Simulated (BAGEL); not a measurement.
# [C2H3BF2]+ (SMILES [CH2+][CH]B(F)F) at ROHF/6-31G(d) (density fitting with qzvpp-jkfit, spherical functions)

What is the energy change on altering one bond length of [C2H3BF2]+ at ROHF/6-31G* (density fitting with qzvpp-jkfit, spherical functions)? 

The calculation is run with BAGEL 1.2.2.

2 further runs of the same task are left out: 2 that didn't finish. Runs told in other sessions of the task aren't counted.

### Step 1. Starting point

[C2H3BF2]+ has 8 atoms, charge +1, and is taken as a doublet. SMILES: `[CH2+][CH]B(F)F`. The shape is that of a GFN2-xTB optimisation. This is one conformer, not always the lowest.

Bond lengths: C1–C2 1.300 Å, C2–B3 1.637 Å, B3–F4 1.287 Å, B3–F5 1.281 Å, C1–H6 1.093 Å, C1–H7 1.098 Å, C2–H8 1.093 Å. Angles: C1–C2–B3 124.8°, C2–B3–F4 117.4°, C2–B3–F5 119.8°, F4–B3–F5 122.8°, C1–C2–H8 126.5°, B3–C2–H8 108.7°, C2–C1–H6 126.6°, C2–C1–H7 123.1°, H6–C1–H7 110.3°.

### Step 2. The energy at ROHF/6-31G(d) (density fitting with qzvpp-jkfit, spherical functions)

job.json

```json
{ "bagel" : [

{
  "title" : "molecule",
  "basis" : "6-31gs.json",
  "df_basis" : "qzvpp-jkfit",
  "angstrom" : true,
  "geometry" : [
    { "atom" : "C", "xyz" : [      -1.029290,       0.667480,       0.373960 ] },
    { "atom" : "C", "xyz" : [       0.090200,       0.023230,       0.525550 ] },
    { "atom" : "B", "xyz" : [       0.939640,      -0.672410,      -0.688060 ] },
    { "atom" : "F", "xyz" : [       0.356990,      -0.784320,      -1.830560 ] },
    { "atom" : "F", "xyz" : [       2.129560,      -1.094900,      -0.470780 ] },
    { "atom" : "H", "xyz" : [      -1.688900,       0.633030,      -0.496510 ] },
    { "atom" : "H", "xyz" : [      -1.423030,       1.367790,       1.121660 ] },
    { "atom" : "H", "xyz" : [       0.624830,      -0.139910,       1.464750 ] }
  ]
},

{
  "title" : "rohf",
  "charge" : 1,
  "nopen" : 1
},

{
  "title" : "print",
  "file" : "orbitals.molden",
  "orbitals" : true
}

]}
```

The basis set 6-31G* is read from a file made from the Basis Set Exchange's data (not shown).

Started as:

```
$ BAGEL_NUM_THREADS=1 BAGEL job.json > job.out
```

Output:

```text
* using 1 threads per process

  ===============================================================
  ===============================================================

  *** Geometry ***

  { "atom" : "C", "xyz" : [     -1.945076,      1.261354,      0.706682 ] },
  { "atom" : "C", "xyz" : [      0.170453,      0.043898,      0.993146 ] },
  { "atom" : "B", "xyz" : [      1.775662,     -1.270671,     -1.300245 ] },
  { "atom" : "F", "xyz" : [      0.674613,     -1.482150,     -3.459257 ] },
  { "atom" : "F", "xyz" : [      4.024285,     -2.069061,     -0.889645 ] },
  { "atom" : "H", "xyz" : [     -3.191558,      1.196253,     -0.938268 ] },
  { "atom" : "H", "xyz" : [     -2.689137,      2.584748,      2.119630 ] },
  { "atom" : "H", "xyz" : [      1.180758,     -0.264392,      2.767976 ] },

  Number of auxiliary basis functions:      433

  Since a DF basis is specified, we compute 2- and 3-index integrals:
    o Being stored without compression. Storage requirement is 0.020 GB

  Number of basis functions:       76
  Number of electrons      :       38

    * METHOD: MOLECULE                             0.18

  *** Open-shell HF ***

  === Nuclear Repulsion ===
   151.4145939877

      * DIIS with orbital gradients will be used.

  === ROHF iteration (6-31gs.json) ===
      0       -300.57310378          0.04404483           0.08
      1       -300.72524226          0.02642959           0.08
      2       -300.76947291          0.01583502           0.08
      3       -300.79356274          0.00252591           0.08
      4       -300.79835678          0.00164201           0.08
      5       -300.80134978          0.00106276           0.08
      6       -300.80276852          0.00056359           0.08
      7       -300.80304401          0.00032453           0.08
      8       -300.80315037          0.00014839           0.08
      9       -300.80317017          0.00008855           0.08
     10       -300.80317513          0.00003560           0.08
     11       -300.80317589          0.00001531           0.08
     12       -300.80317632          0.00000847           0.08
     13       -300.80317650          0.00000402           0.08
     14       -300.80317671          0.00000223           0.08
     15       -300.80317676          0.00000131           0.08
     16       -300.80317679          0.00000080           0.08
     17       -300.80317679          0.00000037           0.08
     18       -300.80317679          0.00000017           0.08
     19       -300.80317679          0.00000008           0.08
     20       -300.80317679          0.00000005           0.08
     21       -300.80317679          0.00000003           0.08
     22       -300.80317679          0.00000002           0.08
     23       -300.80317679          0.00000001           0.08
    * SCF iteration converged.

    * S^2 (ROHF) is 0.7500

    * Permanent dipole moment:
           (    1.851709,    -1.416817,    -1.759835) a.u.

    * METHOD: ROHF                                 2.11

    * METHOD: PRINT                                0.01

  ===============================================================
```

Run time: 2.4 s. Hardware: 1 thread of Arm Neoverse V1, shared host; peak memory 0.096 GiB.

### Step 3. The distorted shape

hf.json

```json
{ "bagel" : [

{
  "title" : "molecule",
  "basis" : "6-31gs.json",
  "df_basis" : "qzvpp-jkfit",
  "angstrom" : true,
  "geometry" : [
    { "atom" : "C", "xyz" : [      -1.624264,       0.878730,       0.265317 ] },
    { "atom" : "C", "xyz" : [      -0.504774,       0.234480,       0.416907 ] },
    { "atom" : "B", "xyz" : [       0.344666,      -0.461160,      -0.796703 ] },
    { "atom" : "F", "xyz" : [      -0.237984,      -0.573070,      -1.939203 ] },
    { "atom" : "F", "xyz" : [       2.129560,      -1.094900,      -0.470780 ] },
    { "atom" : "H", "xyz" : [      -2.283874,       0.844280,      -0.605153 ] },
    { "atom" : "H", "xyz" : [      -2.018004,       1.579040,       1.013017 ] },
    { "atom" : "H", "xyz" : [       0.029856,       0.071340,       1.356107 ] }
  ]
},

{ "title" : "rohf", "charge" : 1, "nopen" : 1 },

{ "title" : "print", "file" : "orbitals.molden", "orbitals" : true }

]}
```

The basis set 6-31G* is read from a file made from the Basis Set Exchange's data (not shown).

Started as:

```
$ BAGEL_NUM_THREADS=1 BAGEL hf.json > hf.out
```

Output:

```text
* using 1 threads per process

  ===============================================================
  ===============================================================

  *** Geometry ***

  { "atom" : "C", "xyz" : [     -3.069414,      1.660559,      0.501376 ] },
  { "atom" : "C", "xyz" : [     -0.953885,      0.443103,      0.787840 ] },
  { "atom" : "B", "xyz" : [      0.651324,     -0.871466,     -1.505550 ] },
  { "atom" : "F", "xyz" : [     -0.449725,     -1.082945,     -3.664563 ] },
  { "atom" : "F", "xyz" : [      4.024285,     -2.069061,     -0.889645 ] },
  { "atom" : "H", "xyz" : [     -4.315896,      1.595458,     -1.143573 ] },
  { "atom" : "H", "xyz" : [     -3.813475,      2.983953,      1.914325 ] },
  { "atom" : "H", "xyz" : [      0.056420,      0.134813,      2.562671 ] },

  Number of auxiliary basis functions:      433

  Since a DF basis is specified, we compute 2- and 3-index integrals:
    o Being stored without compression. Storage requirement is 0.020 GB

  Number of basis functions:       76
  Number of electrons      :       38

    * METHOD: MOLECULE                             0.19

  *** Open-shell HF ***

  === Nuclear Repulsion ===
   137.7735038899

      * DIIS with orbital gradients will be used.

  === ROHF iteration (6-31gs.json) ===
      0       -300.29550897          0.05110365           0.08
      1       -300.29028038          0.05521905           0.09
      2       -300.39592638          0.04490664           0.08
      3       -300.63220687          0.00488434           0.09
      4       -300.64184897          0.00262298           0.08
      5       -300.64601277          0.00148497           0.08
      6       -300.64738147          0.00087208           0.08
      7       -300.64794899          0.00053933           0.09
      8       -300.64821787          0.00036552           0.09
      9       -300.64833997          0.00014844           0.08
     10       -300.64835902          0.00006587           0.09
     11       -300.64836336          0.00003346           0.09
     12       -300.64836453          0.00001903           0.08
     13       -300.64836504          0.00000962           0.08
     14       -300.64836521          0.00000545           0.08
     15       -300.64836521          0.00000296           0.09
     16       -300.64836523          0.00000193           0.08
     17       -300.64836520          0.00000113           0.08
     18       -300.64836519          0.00000066           0.08
     19       -300.64836519          0.00000028           0.08
     20       -300.64836520          0.00000015           0.08
     21       -300.64836521          0.00000010           0.09
     22       -300.64836521          0.00000005           0.09
     23       -300.64836521          0.00000003           0.08
     24       -300.64836521          0.00000002           0.09
     25       -300.64836521          0.00000001           0.09
     26       -300.64836521          0.00000001           0.08
    * SCF iteration converged.

    * S^2 (ROHF) is 0.7500

    * Permanent dipole moment:
           (    3.169571,    -1.922300,    -1.594458) a.u.

    * METHOD: ROHF                                 2.41

    * METHOD: PRINT                                0.01

  ===============================================================
```

Wall time 2.7 s (1 thread of Arm Neoverse V1, shared host); peak memory 0.096 GiB.

### Step 4. What came out

At ROHF/6-31G* (density fitting with qzvpp-jkfit, spherical functions):

| quantity | value |
| --- | --- |
| first shape: total energy | -300.80318 Eh |
| first shape: ⟨S²⟩ | 0.750 |
| distorted shape: total energy | -300.64837 Eh |
| distorted shape: ⟨S²⟩ | 0.750 |
| energy change with the B3–F5 bond stretched from 1.281 to 1.922 Å | 4.213 eV |

With the B3–F5 bond stretched from 1.281 to 1.922 Å the energy rises by 4.21 eV (97 kcal/mol). The first shape isn't relaxed at this level, so the change isn't measured from a minimum.
